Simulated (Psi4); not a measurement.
# BH2O2F (SMILES OB(O)F) at 3 levels

Aim: a comparison of 3 runs (B3LYP/6-31G*, UBHandH/cc-pCVTZ, CISD/def2-SV(P)) of BH2O2F. 

The calculation is run with Psi4 1.11.

### 1 The molecule

BH2O2F: 6 atoms, total charge 0, spin state singlet. SMILES: `OB(O)F`. The shape is that of a PBE0-D4/def2-TZVP optimisation. This is one conformer, not always the lowest.

Bond lengths: O1–B2 1.360 Å, B2–O3 1.352 Å, B2–F4 1.333 Å, O1–H5 0.960 Å, O3–H6 0.960 Å. Angles: O1–B2–O3 121.6°, O1–B2–F4 120.5°, O3–B2–F4 117.9°, B2–O1–H5 113.1°, B2–O3–H6 112.5°.

### 2 A single-point energy at B3LYP/6-31G(d) (spherical functions) (run 1)

Input file bfh2o2.xyz:

```xyz
6
BFH2O2
O     -0.477500     0.971000    -0.208400
B     -0.023800    -0.307500    -0.106500
O      0.989400    -0.635200     0.726100
F     -0.573100    -1.280600    -0.833200
H     -1.198900     1.066100    -0.834300
H      1.326000     0.122200     1.210000
```

Input file bfh2o2.py:

```python
import psi4

psi4.set_memory(1600000000)
psi4.set_num_threads(1)
psi4.core.set_output_file('run.log', False)

with open('bfh2o2.xyz') as f:
    atoms = ''.join(f.readlines()[2:])
geom = psi4.geometry('0 1\n' + atoms + 'symmetry c1\nno_reorient\nno_com')

options = {'puream': True, 'e_convergence': 1e-09, 'd_convergence': 1e-08, 'scf_type': 'pk', 'dft_radial_points': 99, 'dft_spherical_points': 590}
psi4.set_options(options)

e = psi4.energy("b3lyp/6-31G*")
print(f'total energy {e:.8f} hartree = {e * 27.211386:.5f} eV')
```

Command:

```bash
$ python bfh2o2.py
```

run.log:

```text
[...]
  Running in c1 symmetry.
[...]
  Nuclear repulsion =  114.498553170056496
[...]
  Multiplicity = 1
[...]
  Nalpha       = 16
  Nbeta        = 16
[...]
    Number of basis functions: 60
[...]
   @RKS iter   1:  -276.23714087384531   -2.86247e-01   1.41862e-02 ADIIS/DIIS
[...]
   @RKS iter  11:  -276.49778340830437    1.70530e-13   1.62105e-09 DIIS
[...]
  @RKS Final Energy:  -276.49778340830437
   => Energetics <=
    Nuclear Repulsion Energy =            114.4985531700564962
    One-Electron Energy =                -608.9487661651887720
    Two-Electron Energy =                 244.3290054145649890
    DFT Exchange-Correlation Energy =     -26.3765758277370459
    Empirical Dispersion Energy =           0.0000000000000000
    VV10 Nonlocal Energy =                  0.0000000000000000
    Total Energy =                       -276.4977834083043717
[...]
 Multipole Moments:
 ------------------------------------------------------------------------------------
     Multipole            Electronic (a.u.)      Nuclear  (a.u.)        Total (a.u.)
 ------------------------------------------------------------------------------------
 L = 1.  Multiply by 2.5417464519 to convert [e a0] to [Debye]
 Dipole X            :          1.7970541           -1.9929052           -0.1958510
 Dipole Y            :         18.0882652          -17.3631816            0.7250836
 Dipole Z            :          6.6378300           -6.6404976           -0.0026676
 Magnitude           :                                                    0.7510732
[...]
```

Standard output:

```text
total energy -276.49778341 hartree = -7523.88791 eV
```

It took 7.5 s on 1 thread of INTEL XEON PLATINUM 8581C at 2.10GHz (Emerald Rapids), shared host; peak memory 0.77 GiB.

### 3 Energy and gradient at UBHandH/cc-pCVTZ (density fitting) (run 2)

Input file job.json:

```json
{
 "schema_name": "qcschema_input",
 "schema_version": 1,
 "molecule": {
  "schema_name": "qcschema_molecule",
  "schema_version": 2,
  "symbols": ["O", "B", "O", "F", "H", "H"],
  "geometry": [-0.90234422, 1.83492407, -0.39381892, -0.04497548, -0.58109078, -0.20125583, 1.86969503, -1.20035403, 1.37213014, -1.08300204, -2.41998328, -1.57451981, -2.26559265, 2.01463702, -1.57659851, 2.50577684, 0.23092453, 2.28656861],
  "molecular_charge": 0,
  "molecular_multiplicity": 1
 },
 "driver": "gradient",
 "model": {
  "method": "bhandh",
  "basis": "cc-pCVTZ"
 },
 "keywords": {
  "reference": "uks",
  "print": 2
 }
}
```

Command:

```bash
$ psi4 --qcschema job.json -n 1 --memory 1600MB
```

stdout:

```text
[...]
  Running in c1 symmetry.
[...]
  Nuclear repulsion =  114.498553128805099
[...]
  Multiplicity = 1
[...]
  Nalpha       = 16
  Nbeta        = 16
[...]
   @DF-UKS iter   1:  -274.81090038367950   -6.54174e-01   3.97281e-03 ADIIS/DIIS
[...]
   @DF-UKS iter  11:  -275.01951500218860   -2.95586e-12   1.73197e-09 DIIS
[...]
   @S^2 Observed:                1.421085472E-14
[...]
  @DF-UKS Final Energy:  -275.01951500218860
   => Energetics <=
    Nuclear Repulsion Energy =            114.4985531288050993
    One-Electron Energy =                -608.6598184825877524
    Two-Electron Energy =                 234.4732110764742856
    DFT Exchange-Correlation Energy =     -15.3314607248802162
    Empirical Dispersion Energy =           0.0000000000000000
    VV10 Nonlocal Energy =                  0.0000000000000000
    Total Energy =                       -275.0195150021885979
[...]
  -Total Gradient:
     Atom            X                  Y                   Z
    ------   -----------------  -----------------  -----------------
       1       -0.000297572225     0.017007648156     0.003810317245
       2        0.000015720760     0.002479675657     0.000588797788
       3        0.011064783798    -0.010203524330     0.007512098471
       4       -0.007912885531    -0.015466325091    -0.010809250159
       5       -0.005352817210     0.000592422397    -0.004672163182
       6        0.002483024683     0.005683321748     0.003592748413
[...]
```

The result, in JSON:

```text
{
 "driver": "gradient",
 "model": {
  "method": "bhandh",
  "basis": "cc-pCVTZ"
 },
 "success": true,
 "return_result": [-0.0002975722254684038, 0.01700764815649239, 0.0038103172447949835, 1.5720759638359477e-05, 0.0024796756566907233, 0.0005887977883518563, 0.011064783798219041, -0.010203524330097136, 0.007512098471056612, -0.007912885530783967, -0.015466325090543187, -0.010809250159044853, -0.005352817209864191, 0.0005924223968798333, -0.00467216318213913, 0.0024830246830435942, 0.005683321747641801, 0.003592748413435931],
 "properties": {
  "calcinfo_nbasis": 200,
  "calcinfo_nmo": 200,
  "calcinfo_nalpha": 16,
  "calcinfo_nbeta": 16,
  "calcinfo_natom": 6,
  "nuclear_repulsion_energy": 114.4985531288051,
  "return_energy": -275.0195150021886,
  "return_gradient": [-0.0002975722254684038, 0.01700764815649239, 0.0038103172447949835, 1.5720759638359477e-05, 0.0024796756566907233, 0.0005887977883518563, 0.011064783798219041, -0.010203524330097136, 0.007512098471056612, -0.007912885530783967, -0.015466325090543187, -0.010809250159044853, -0.005352817209864191, 0.0005924223968798333, -0.00467216318213913, 0.0024830246830435942, 0.005683321747641801, 0.003592748413435931],
  "scf_one_electron_energy": -608.6598184825878,
  "scf_two_electron_energy": 234.47321107647429,
  "scf_xc_energy": -15.331460724880216,
  "scf_dipole_moment": [-0.1715596602488887, 0.7545255979755283, 0.026211876061761563],
  "scf_total_energy": -275.0195150021886,
  "scf_total_gradient": [-0.0002975722254684038, 0.01700764815649239, 0.0038103172447949835, 1.5720759638359477e-05, 0.0024796756566907233, 0.0005887977883518563, 0.011064783798219041, -0.010203524330097136, 0.007512098471056612, -0.007912885530783967, -0.015466325090543187, -0.010809250159044853, -0.005352817209864191, 0.0005924223968798333, -0.00467216318213913, 0.0024830246830435942, 0.005683321747641801, 0.003592748413435931],
  "scf_iterations": 11
 }
}
```

Run time: 15 s. Hardware: 1 thread of INTEL XEON PLATINUM 8581C at 2.10GHz (Emerald Rapids), shared host; peak memory 0.8 GiB.

### 4 A single-point energy at CISD/def2-SV(P) (run 3)

Input file calc.in:

```
memory 1600 MB

molecule {
  0 1
  O     -0.477500     0.971000    -0.208400
  B     -0.023800    -0.307500    -0.106500
  O      0.989400    -0.635200     0.726100
  F     -0.573100    -1.280600    -0.833200
  H     -1.198900     1.066100    -0.834300
  H      1.326000     0.122200     1.210000
}

set {
  basis       def2-SV(P)
  reference   rhf
  scf_type    pk
  freeze_core true
}

result = energy("cisd")
print_variables()
```

Command:

```bash
$ psi4 calc.in calc.out -n 1
```

calc.out:

```text
[...]
  Running in c1 symmetry.
[...]
  Nuclear repulsion =  114.498553170056496
[...]
  Multiplicity = 1
[...]
  Nalpha       = 16
  Nbeta        = 16
[...]
    Number of basis functions: 60
[...]
   @RHF iter   1:  -274.82398219410601   -9.21866e-01   9.66092e-03 DIIS/ADIIS
[...]
   @RHF iter  12:  -274.95913266987037   -1.13687e-13   2.59655e-09 DIIS
[...]
  @RHF Final Energy:  -274.95913266987037
   => Energetics <=
    Nuclear Repulsion Energy =            114.4985531700564962
    One-Electron Energy =                -608.1577208837870785
    Two-Electron Energy =                 218.7000350438602538
    Total Energy =                       -274.9591326698703142
[...]
 Multipole Moments:
 ------------------------------------------------------------------------------------
     Multipole            Electronic (a.u.)      Nuclear  (a.u.)        Total (a.u.)
 ------------------------------------------------------------------------------------
 L = 1.  Multiply by 2.5417464519 to convert [e a0] to [Debye]
 Dipole X            :         -0.9020177            0.6843937           -0.2176240
 Dipole Y            :         -1.7993187            2.6128007            0.8134820
 Dipole Z            :         -1.2417635            1.2406379           -0.0011256
 Magnitude           :                                                    0.8420893
[...]
      * SCS-MP2 total energy:                 -275.559158923811
[...]
      * MP2 total energy:                     -275.581256052953
[...]
      * CISD total energy:                    -275.524023960641
[...]
```

Wall time 3.3 s (1 thread of INTEL XEON PLATINUM 8581C at 2.10GHz (Emerald Rapids), shared host); peak memory 0.28 GiB.

### 5 All runs side by side

| run | level | task | integrals | energy (Eh) | dipole moment (D) | HOMO energy (eV) | LUMO energy (eV) | wall time |
| --- | --- | --- | --- | --- | --- | --- | --- | --- |
| 1 | B3LYP/6-31G* (spherical functions) | energy | pk | -276.497783 | 1.91 | -8.89 | 1.67 | 7.5 s |
| 2 | UBHandH/cc-pCVTZ (density fitting) | gradient | df | -275.019515 | 1.97 | -11.28 | 1.55 | 15 s |
| 3 | CISD/def2-SV(P) | energy | pk | -275.524024 | – | -14.19 | 4.46 | 3.3 s |

### 6 What came out

| quantity | value |
| --- | --- |
| run 3: total energy | -275.52402 Eh |
| run 3: HOMO energy (Hartree–Fock orbitals) | -14.19 eV |
| run 3: LUMO energy (Hartree–Fock orbitals) | 4.46 eV |
| run 3: HOMO–LUMO gap (Hartree–Fock orbitals) | 18.65 eV |
| run 3: correlation energy (4 core orbitals frozen) | -564.9 mEh |

Totals of different functionals can't be ranked against each other. All runs together took 26 s, the longest 15 s.
